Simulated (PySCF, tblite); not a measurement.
# C₅H₁₃Si₂ radical: geometry, infrared bands and EPR parameters

Aim: predict the infrared bands and EPR parameters of C₅H₁₃Si₂ radical (`CC[CH]/C([SiH3])=C\[SiH3]`).

Computed with tblite 0.8.0 and PySCF 2.14.0, with density-fitted response routines of our own, on a single molecule in the gas phase. Atoms count from 0, in the outputs and in this text.

## Step 1: The molecule as given

20 atoms, charge 0, multiplicity 2; geometry from: force field or distance geometry start.

Bonds of the start (Å): C0–C1 1.50, C1–C2 1.50, C2–C3 1.46, C3–Si4 1.84, C3–C5 1.34, C5–Si6 1.84, C0–H7 1.14, C0–H8 1.09, C0–H9 1.13, C1–H10 1.09, C1–H11 1.12, C2–H12 1.12, Si4–H13 1.45, Si4–H14 1.48, Si4–H15 1.49, C5–H16 1.09, Si6–H17 1.49, Si6–H18 1.47, Si6–H19 1.47.

## Step 2: Relaxing the molecule with GFN2-xTB

The job: settings as JSON, then the geometry in Å.

```
{"job": {"kind": "relax", "xc": "GFN2-xTB", "basis": "xTB"}, "charge": 0, "multiplicity": 2}
C     -1.744400    -1.335300     0.321200
C     -1.534100    -0.458100    -0.880200
C     -0.119500    -0.006300    -1.096700
C      0.486200     0.801900    -0.043600
Si    -0.185500     2.394200     0.598200
C      1.603300     0.343700     0.526500
Si     2.413000    -1.232600     0.020100
H     -1.718000    -0.745500     1.292900
H     -1.162800    -2.260500     0.365600
H     -2.826200    -1.666100     0.264100
H     -2.219400     0.389200    -0.852200
H     -1.785500    -1.097600    -1.770100
H     -0.004000     0.495700    -2.087000
H     -1.402300     2.759500    -0.102300
H     -0.392100     2.247400     2.060400
H      0.779200     3.505800     0.382600
H      2.096800     0.907300     1.323900
H      2.231300    -2.235100     1.105200
H      1.643000    -1.736800    -1.129300
H      3.835600    -1.060100    -0.302400
```

Command:

```console
$ OMP_NUM_THREADS=1 python probes_run.py task.json out
```

One launch serves the whole session: the jobs run in the order shown.

**Question.** This job is followed by: GFN2-xTB harmonic vibrations, gas phase; UKS B3LYP, pcH-1 on C H Si, non-relativistic, mean-field spin-orbit, GIAO. What will the session give for the following? strongest single infrared mode (GFN2-xTB); zero-point energy (GFN2-xTB); g(iso) (B3LYP); ⟨S²⟩; largest a(iso) (averaged by class); surface potential, 1st and 99th percentile.

The runs gave:

| quantity | value |
| --- | --- |
| strongest single infrared mode (GFN2-xTB) | 777 cm⁻¹, 543 km/mol |
| zero-point energy (GFN2-xTB) | 93.8 kcal/mol |
| g(iso) (B3LYP) | 2.00258 |
| ⟨S²⟩ | 0.775 (exact 0.75) |
| largest a(iso) (averaged by class) | 13C on C5, 53.8 MHz |
| surface potential, 1st and 99th percentile | -0.39 V and 0.86 V |

**Reading.** Over 167 steps the energy fell by 1.179 eV; of the close pairs, C2–C3 changed most, 1.459 to 1.374 Å. All 54 modes are real, so the xTB geometry is a minimum. The strongest single mode, at 777 cm⁻¹, is spread over many atoms; the largest shares are those of H14, H13. GFN2-xTB is a fitted tight-binding method: band positions and strengths are rough. Its intensities can rank the bands wrongly. The largest spin populations lie on C5 (0.67 e), C2 (0.61 e). The isotropic g lies 0.3 ppt above the free-electron value.
